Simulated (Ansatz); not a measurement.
The system is AgRh.

```xyz
2
Lattice="2.7776 0.0000 0.0000 -1.3888 2.4055 0.0000 0.0000 0.0000 4.8086" Properties=species:S:1:pos:R:3 pbc="T T T"
Ag    0.0000    0.0000    2.4043
Rh    1.3888    0.8018    0.0000
```

The cell comes from a database or a generator and needn't be the stable form of this composition.

Base run:

| Property | Result |
| --- | --- |
| Program | Ansatz 0.2.0 |
| Functional | PBE |
| Potentials or basis | all-electron LAPW, scalar-relativistic |
| Cutoff | 263 eV (chosen from the basis error) |
| Basis error allowed | 0.001 eV/atom |
| k mesh | 11 × 11 × 6 |
| Occupations | gaussian, width 0.05 eV |
| Spin | no spin polarisation |

Its results: band gap on the k mesh none (metal or under the smearing width); pressure -2.4 GPa.

Problem. The run is repeated on the same cell with these changes: functional from PBE to PBEsol; occupations from gaussian, width 0.05 eV to gaussian, width 0.02 eV. What comes out?

Solution. Band gap on the k mesh none (metal or under the smearing width); pressure -10.7 GPa.
